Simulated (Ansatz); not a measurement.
# Ni (hcp type): the cost of one run

Program: Ansatz 0.2.0. Level of theory: DFT, PBEsol, PAW with Ansatz's default frozen-core files, scalar-relativistic. These are calculated values, not measurements.

1 further run of the same task is left out (it didn't finish). Runs told in other sessions of the task aren't counted.

### 1 Starting point

It takes space group P6_3/mmc (No. 194, hexagonal). The conventional cell has a = 2.456 Å, b = 2.456 Å, c = 3.979 Å, α = 90.00°, β = 90.00°, γ = 120.00°. Ni (site symmetry -6m2) has 12 Ni at 2.44 to 2.46 Å in its first shell of neighbours.

Structure file:

```xyz
2
Lattice="2.4559 0.0000 0.0000 -1.2280 2.1269 0.0000 0.0000 0.0000 3.9786" Properties=species:S:1:pos:R:3 pbc="T T T"
Ni    0.0000    1.4179    0.9946
Ni    1.2280    0.7090    2.9839
```

Atoms are numbered in the order of the input: Ni1, Ni2.

### 2 Bulk cell relaxed, PAW

The input, input.yaml:

```yaml
crystal:
  lattice:
    - [2.4559182031, 0.0, 0.0]
    - [-1.2279591016, 2.1268875535, 0.0]
    - [0.0, 0.0, 3.978587489]
  atoms:
    - { symbol: Ni, position: [0.3333333333, 0.6666666667, 0.25], spin: 1.0 }
    - { symbol: Ni, position: [0.6666666667, 0.3333333333, 0.75], spin: 1.0 }
magnetization:
  spin_polarized: true
kpoints:
  mp_grid: { grid: [20, 20, 11] }
scf:
  occupations: { method: fermi_dirac, width: 0.05 }
hamiltonian:
  xc: pbesol
  pseudopotentials: { kind: paw }
output:
  forces: true
  stress: true
relax:
  f_tol: 0.005
  max_steps: 40
  cell: {}
```

The run is started by

```
$ ansatz run input.yaml --threads 2 --pin off --max-ram 6144MiB --backend cpu --events-out ev --progress --plain --runs-dir out
```

Q: Estimate wall time and peak memory on 2 threads of Arm Neoverse V1, shared host.

About 47 s, with a peak of 0.47 GiB.
